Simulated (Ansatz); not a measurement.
# In2GaN: the cost of one run

Computed with Ansatz 0.2.0 (DFT PBE, scalar-relativistic, plane waves, PAW, unless a step's input says otherwise).

2 further runs of the same task are left out: 1 that didn't finish, 1 set aside as unsound or not needed.

## Step 1: Starting point

Symmetry: P4/mmm, No. 123, tetragonal system. Conventional cell: a = 3.177 Å, b = 3.177 Å, c = 7.317 Å, α = 90.00°, β = 90.00°, γ = 90.00°. In (site symmetry 4mm) has 4 Ga at 2.86 Å and 4 N at 2.94 Å and 4 In at 3.18 Å as nearest neighbours. Around Ga (site symmetry 4/mmm) lie 8 In at 2.86 Å and 4 Ga at 3.18 Å. N (site symmetry 4/mmm) has 8 In at 2.94 Å as nearest neighbours.

Structure file:

```
In Ga N
1.0
     3.17659    0.00000    0.00000
     0.00000    3.17659    0.00000
     0.00000    0.00000    7.31665
In Ga N
2 1 1
Direct
  0.50000 0.50000 0.25864
  0.50000 0.50000 0.74136
  0.00000 0.00000 0.50000
  0.00000 0.00000 0.00000
```

The cell is invented: species swapped into a database cell of Zn2CuNi (P4/mmm, No. 123), with In on the Zn sites, N on the Cu sites and Ga on the Ni sites. Lengths come from tabulated atomic sizes and are only a guess.

## Step 2: The guess as it stands, on a coarse mesh

input.yaml reads:

```yaml
crystal:
  lattice:
    - [3.17658624, 0.0, 0.0]
    - [0.0, 3.17658624, 0.0]
    - [0.0, 0.0, 7.31664851]
  atoms:
    - { symbol: In, position: [0.5, 0.5, 0.25864321] }
    - { symbol: In, position: [0.5, 0.5, 0.74135679] }
    - { symbol: Ga, position: [0.0, 0.0, 0.5] }
    - { symbol: "N", position: [0.0, 0.0, 0.0] }
basis:
  ecutwfc: 420
kpoints:
  mp_grid: { grid: [6, 6, 4] }
hamiltonian:
  xc: pbe
scf:
  occupations: { method: gaussian, width: 0.1 }
  lower_state_search: "off"
output:
  forces: true
  stress: true
  eigenvalues: true
```

On the command line:

```bash
$ ansatz run input.yaml --threads 1 --pin off --max-ram 2560MiB --backend cpu --events-out ev --progress --plain --runs-dir out
```

**Question.** How long does this run take on 1 thread of Arm Neoverse V2, shared host, and how much memory does it need?

About 3.1 s, with a peak of 0.36 GiB.
